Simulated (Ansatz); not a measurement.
# C₂H₂F₄O: small, medium and large basis sets

The task here is to estimate one member of a computed series from the others.

Program: Ansatz 0.2.0, Gaussian basis. Level of theory: one geometry, several basis sets. These are calculated values, not measurements.

Levels to be run: PBE0-D4/def2-SVP; ωB97M-V/def2-SVP; PBE0-D4/def2-QZVPP; ωB97M-V/def2-QZVPP; the functionals' def2-TZVPP values are taken from earlier runs.

## Structure used throughout

An earlier PBE0-D4 in a triple-zeta def2 set relaxation fixed the geometry.

SMILES `FC(F)OC(F)F`, 9 atoms, charge 0, spin multiplicity 1.

Atoms are counted from 1 here; the program's logs count them from 0.

Bond lengths: F1–C2 1.331 Å, C2–F3 1.343 Å, C2–O4 1.371 Å, C2–H8 1.097 Å, O4–C5 1.371 Å, C5–F6 1.332 Å, C5–F7 1.343 Å, C5–H9 1.097 Å. Angles: F1–C2–F3 108.0°, F1–C2–O4 106.9°, F1–C2–H8 110.0°, F3–C2–O4 110.6°, F3–C2–H8 108.6°, O4–C2–H8 112.7°, C2–O4–C5 116.4°, O4–C5–F6 107.0°, O4–C5–F7 110.6°, O4–C5–H9 112.7°, F6–C5–F7 107.9°, F6–C5–H9 109.9°, F7–C5–H9 108.6°.

Coordinates:

| atom | x (Å) | y (Å) | z (Å) |
| --- | --- | --- | --- |
| F1 | 0.6219 | -1.6190 | 1.5568 |
| C2 | 0.4090 | -1.0314 | 0.3811 |
| F3 | 1.4845 | -1.2516 | -0.3929 |
| O4 | 0.2564 | 0.3085 | 0.6259 |
| C5 | -0.4338 | 1.0257 | -0.3163 |
| F6 | -0.9230 | 2.1024 | 0.2959 |
| F7 | 0.3911 | 1.4427 | -1.2907 |
| H8 | -0.4681 | -1.4748 | -0.1056 |
| H9 | -1.2496 | 0.4510 | -0.7712 |

The first run:

File in.yaml:

```yaml
crystal:
  periodic: [false, false, false]
  atoms:
    - {symbol: F, position_ang: [0.621853, -1.618971, 1.556753]}
    - {symbol: C, position_ang: [0.409022, -1.031360, 0.381079]}
    - {symbol: F, position_ang: [1.484521, -1.251602, -0.392906]}
    - {symbol: O, position_ang: [0.256425, 0.308526, 0.625904]}
    - {symbol: C, position_ang: [-0.433756, 1.025697, -0.316342]}
    - {symbol: F, position_ang: [-0.922971, 2.102387, 0.295896]}
    - {symbol: F, position_ang: [0.391054, 1.442739, -1.290724]}
    - {symbol: H, position_ang: [-0.468114, -1.474776, -0.105644]}
    - {symbol: H, position_ang: [-1.249636, 0.450961, -0.771215]}
basis:
  gaussian: {orbitals: def2-SVP}
hamiltonian: {xc: pbe0, dispersion: d4}
output: {orbitals: {seedname: orbitals}}
```

Launch:

```sh
$ ansatz run in.yaml --threads 4 --pin off --events-out ev --progress --plain --max-ram 10444MiB
```

Among the steps run: PBE0-D4 in def2-SVP; ωB97M-V in def2-SVP; PBE0-D4 in def2-QZVPP; ωB97M-V in def2-QZVPP.

One table of the session follows, with a row left open; its other results are not shown here.

It belongs to the step «Functionals by basis». 

```
functional       basis  HOMO (eV)  LUMO (eV)
   PBE0-D4    def2-SVP     -10.36       1.47
   PBE0-D4  def2-TZVPP     -10.48       1.09
   PBE0-D4  def2-QZVPP     -10.53       0.49
   ωB97M-V    def2-SVP     -12.80       3.21
   ωB97M-V  def2-TZVPP     -12.94       2.63
   ωB97M-V  def2-QZVPP          ?          ?
```

Q: Estimate the row for ωB97M-V, def2-QZVPP from the others.

**Answer.** HOMO (eV): -12.99; LUMO (eV): 1.67. In the column «HOMO (eV)» it is the lowest.
